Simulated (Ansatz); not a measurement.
**C2H4HfO3: how energies converge with the basis set**

How large a basis does C2H4HfO3 need? Two functionals are run in growing sets.

Method: one geometry, several basis sets; program: Ansatz 0.2.0, Gaussian basis.

The runs, in order: PBE0-D4/def2-SVP; ωB97M-V/def2-SVP; PBE0-D4/def2-QZVPP; ωB97M-V/def2-QZVPP; the functionals' def2-TZVPP values are taken from earlier runs.

### 1 The geometry

An earlier PBE0-D4 in a triple-zeta def2 set relaxation fixed the geometry. Hf takes the def2 core potential; no spin-orbit term is included.

10 atoms, charge 0, spin multiplicity 1.

Atoms are counted from 1 here; the program's logs count them from 0.

Bond lengths: C1–C2 1.214 Å, C1–H7 1.067 Å, C2–Hf3 2.207 Å, Hf3–O4 1.920 Å, Hf3–O5 1.920 Å, Hf3–O6 1.920 Å, O4–H8 0.951 Å, O5–H9 0.951 Å, O6–H10 0.951 Å. Angles: C2–C1–H7 180.0°, C1–C2–Hf3 180.0°, C2–Hf3–O4 107.6°, C2–Hf3–O5 107.6°, C2–Hf3–O6 107.6°, O4–Hf3–O5 111.3°, O4–Hf3–O6 111.3°, O5–Hf3–O6 111.3°, Hf3–O4–H8 159.6°, Hf3–O5–H9 159.7°, Hf3–O6–H10 159.6°.

As a file:

```
C     0.8054   -1.2006   -2.4937
C     0.4660   -0.6947   -1.4431
Hf   -0.1507    0.2246    0.4664
O    -0.4851   -1.1961    1.7139
O    -1.7413    1.2467    0.1321
O     1.2877    1.3490    1.0608
H     1.1036   -1.6449   -3.4165
H    -0.9580   -1.7644    2.3128
H    -2.3202    1.9984    0.0613
H     1.9926    1.6820    1.6061
```

### 2 PBE0-D4 in def2-SVP

The input, in.yaml:

```yaml
crystal:
  periodic: [false, false, false]
  atoms:
    - {symbol: C, position_ang: [0.805406, -1.200576, -2.493675]}
    - {symbol: C, position_ang: [0.465979, -0.694739, -1.443079]}
    - {symbol: Hf, position_ang: [-0.150662, 0.224589, 0.466366]}
    - {symbol: O, position_ang: [-0.485115, -1.196139, 1.713858]}
    - {symbol: O, position_ang: [-1.741268, 1.246717, 0.132084]}
    - {symbol: O, position_ang: [1.287680, 1.349048, 1.060779]}
    - {symbol: H, position_ang: [1.103556, -1.644910, -3.416527]}
    - {symbol: H, position_ang: [-0.958018, -1.764374, 2.312757]}
    - {symbol: H, position_ang: [-2.320205, 1.998405, 0.061330]}
    - {symbol: H, position_ang: [1.992648, 1.681971, 1.606118]}
basis:
  gaussian: {orbitals: def2-SVP}
hamiltonian: {xc: pbe0, dispersion: d4}
output: {orbitals: {seedname: orbitals}}
```

Run with:

```sh
ansatz run in.yaml --threads 4 --pin off --events-out ev --progress --plain --max-ram 11315MiB
```

The runs that follow: ωB97M-V in def2-SVP; PBE0-D4 in def2-QZVPP; ωB97M-V in def2-QZVPP.

Q: Predict the results of all the runs planned. Wanted: PBE0-D4: double and triple zeta above quadruple; ωB97M-V: double and triple zeta above quadruple.

**Answer**, as computed:

```
                                       quantity           value
PBE0-D4: double and triple zeta above quadruple  10.94, 0.48 eV
ωB97M-V: double and triple zeta above quadruple  11.19, 0.45 eV
```

**Reading.** For PBE0-D4 the step from double to triple zeta gains 10.45 eV and the next only 0.48 eV. Total energies overstate the basis error of differences, where much of it tends to cancel. The LUMO of ωB97M-V is positive and keeps falling with the basis (1.36 to 0.55 eV): an unbound level that the basis holds in place.
